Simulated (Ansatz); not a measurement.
Working through harmonic frequencies at the relaxed geometry of C2H2AlF, SMILES [F][Al]1[CH]=[CH]1

Program: the Python package of Ansatz (0.2.0).

At the Python prompt:
```pycon
>>> import itertools
>>> import warnings
>>> import ansatz as az
>>> from ase.data import atomic_numbers, covalent_radii
>>> import numpy as np
>>> warnings.simplefilter("ignore", az.DeckWarning)
>>> system = (
...     az.Crystal.molecule()
...     .atom("F", (-1.7487, -1.8249, 1.2442))
...     .atom("Al", (-0.6525, -0.6445, 0.4384))
...     .atom("C", (0.9362, 0.0215, -0.073))
...     .atom("C", (-0.0636, 0.8175, -0.536))
...     .atom("H", (2.0457, -0.1237, -0.0296))
...     .atom("H", (-0.4751, 1.6901, -1.0902))
... )
>>> job = (
...     system.calculation()
...     .basis(gaussian="def2-SVP")
...     .functional("PBE0")
...     .accuracy("medium")
... )
>>> symbols = [site.symbol for site in system.cartesian_sites]
>>> start = np.array([site.position_ang for site in system.cartesian_sites], dtype=float)
>>> summary = job.relax(force_tolerance=0.003).run(threads=1, pin="off").report

>>> end = np.array(summary["positions_ang"])
>>> # pairs closer than 1.2 times the sum of covalent radii, before or after
>>> radius = [covalent_radii[atomic_numbers[s]] for s in symbols]
>>> span = lambda where, i, j: np.linalg.norm(where[i] - where[j])
>>> bonded = [(i, j) for i, j in itertools.combinations(range(len(symbols)), 2) if min(span(start, i, j), span(end, i, j)) < 1.2 * (radius[i] + radius[j])]
>>> print("pair        before    after (A)")
pair        before    after (A)
>>> for i, j in bonded:
...     print(f"{symbols[i]}{i}-{symbols[j]}{j}".ljust(10), f"{span(start, i, j):8.4f} {span(end, i, j):8.4f}")
...
F0-Al1       1.8012   1.6532
Al1-C2       1.7970   1.8439
Al1-C3       1.8530   1.8439
C2-C3        1.3593   1.3839
C2-H4        1.1198   1.0988
C3-H5        1.1126   1.0988
>>> # same settings at the minimum
>>> minimum = az.Crystal.molecule()
>>> for symbol, place in zip(symbols, end):
...     minimum = minimum.atom(symbol, place.tolist())
...
>>> vibrating = (
...     minimum.calculation()
...     .basis(gaussian="def2-SVP")
...     .functional("PBE0")
...     .accuracy("medium")
...     .phonons(temperatures=(200, 600, 100))
... )
>>> vib = vibrating.run(threads=1, pin="off").report["vibrations"]
>>> sums = vib["harmonic_sums"]
>>> modes = [m["omega_inv_cm"] for m in sums["modes_at_gamma"] if m["rigid_motion"] == "no"]
>>> print("frequencies (1/cm):", " ".join(f"{w:.0f}" for w in modes))
frequencies (1/cm): 197 210 631 670 708 955 1020 1048 1188 1438 3142 3161
>>> print("imaginary modes:", sum(w < 0 for w in modes), " zero-point energy:", round(sums["zero_point_energy_ev"], 4), "eV")
imaginary modes: 0  zero-point energy: 0.8907 eV
>>> print("T (K)   F_vib (eV)   S_vib (meV/K)   C_vib (meV/K)")
T (K)   F_vib (eV)   S_vib (meV/K)   C_vib (meV/K)
>>> for row in zip(sums["temperatures_k"], sums["vibrational_free_energy_ev"], vib["entropy_ev_per_k"], vib["heat_capacity_ev_per_k"]):
...     print(f"{row[0]:6.1f} {row[1]:11.4f} {1000 * row[2]:13.4f} {1000 * row[3]:15.4f}")
...
 200.0      0.8811        0.1356          0.2056
 300.0      0.8622        0.2440          0.3388
 400.0      0.8321        0.3586          0.4595
 500.0      0.7906        0.4717          0.5542
 600.0      0.7380        0.5794          0.6263
>>> # all hydrogen replaced by deuterium
>>> heavier = vibrating.phonons(masses={"H": 2.014102}).run(threads=1, pin="off").report["vibrations"]["harmonic_sums"]
>>> print("deuterated (1/cm):", " ".join(f"{m['omega_inv_cm']:.0f}" for m in heavier["modes_at_gamma"] if m["rigid_motion"] == "no"))
deuterated (1/cm): 190 204 520 609 616 697 826 1011 1014 1399 2318 2355
>>> print("zero-point energy falls by", round(sums["zero_point_energy_ev"] - heavier["zero_point_energy_ev"], 4), "eV")
zero-point energy falls by 0.1617 eV
```

What to keep in mind:
- These settings explore the input space; basis and method may be short of convergence.
- The frequencies are harmonic and unscaled, in a modest basis. The result belongs to the one conformer reached from this start, and soft torsions count as harmonic oscillators.
- Hardware and time: 120 s on 1 thread of Arm Neoverse V1, on a shared host, peak memory 0.21 GiB.

(Lines on the test bed's own set-up are left out of the output.)
